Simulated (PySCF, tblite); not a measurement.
# C₇H₄FO radical: geometry, infrared bands and EPR parameters

Wanted: the infrared bands and EPR parameters of C₇H₄FO radical (`O=Cc1cc[c]cc1F`), by calculation.

Computed with tblite 0.8.0 and PySCF 2.14.0, with density-fitted response routines of our own, on a single molecule in the gas phase. Atoms count from 0, in the outputs and in this text.

**1. The starting structure**

13 atoms, charge 0, multiplicity 2; geometry from: force field or distance geometry start.

Bonds of the start (Å): O0–C1 1.28, C1–C2 1.46, C2–C3 1.37, C3–C4 1.38, C4–C5 1.41, C5–C6 1.39, C6–C7 1.39, C7–F8 1.35, C7–C2 1.40, C1–H9 1.07, C3–H10 1.11, C4–H11 1.08, C6–H12 1.08.

**2. Relaxing the molecule with GFN2-xTB**

The job: settings as JSON, then the geometry in Å.

```
{"job": {"kind": "relax", "xc": "GFN2-xTB", "basis": "xTB"}, "charge": 0, "multiplicity": 2}
O      2.455000    -1.509600     0.255500
C      2.056000    -0.362500    -0.146200
C      0.622200    -0.082800    -0.050300
C     -0.216500    -1.054700     0.433300
C     -1.576400    -0.892000     0.565400
C     -2.093000     0.344600     0.142100
C     -1.256900     1.340000    -0.358000
C      0.112600     1.159000    -0.462600
F      0.923200     2.119600    -0.953100
H      2.736900     0.378800    -0.515200
H      0.168600    -2.037500     0.768000
H     -2.215900    -1.673800     0.950100
H     -1.720400     2.271200    -0.646700
```

Started as:

```sh
$ OMP_NUM_THREADS=1 python probes_run.py task.json out
```

This one command runs all jobs of the session in turn.

**Question.** This job is followed by: GFN2-xTB harmonic vibrations, gas phase; UKS B3LYP, pcH-1 on C F H O, non-relativistic, mean-field spin-orbit, GIAO. What will the session give for the following? strongest single infrared mode (GFN2-xTB); zero-point energy (GFN2-xTB); g(iso) (B3LYP); ⟨S²⟩; largest a(iso); surface potential, 1st and 99th percentile.

As calculated:

| quantity | value |
| --- | --- |
| strongest single infrared mode (GFN2-xTB) | 1749 cm⁻¹, 364 km/mol |
| zero-point energy (GFN2-xTB) | 53.3 kcal/mol |
| g(iso) (B3LYP) | 2.00223 |
| ⟨S²⟩ | 0.758 (exact 0.75) |
| largest a(iso) | 13C on C5, 415.6 MHz |
| surface potential, 1st and 99th percentile | -1.52 V and 1.30 V |

**Reading.** Over 22 steps the energy fell by 0.419 eV; of the close pairs, O0–C1 changed most, 1.279 to 1.203 Å. No mode is imaginary among the 33: a minimum at this level. The strongest single mode, at 1749 cm⁻¹, moves mainly C1 and O0. GFN2-xTB is a fitted tight-binding method: band positions and strengths are rough. Its intensities can rank the bands wrongly. C5 carries the largest spin population, 1.01 e. The isotropic g lies 0.1 ppt below the free-electron value.
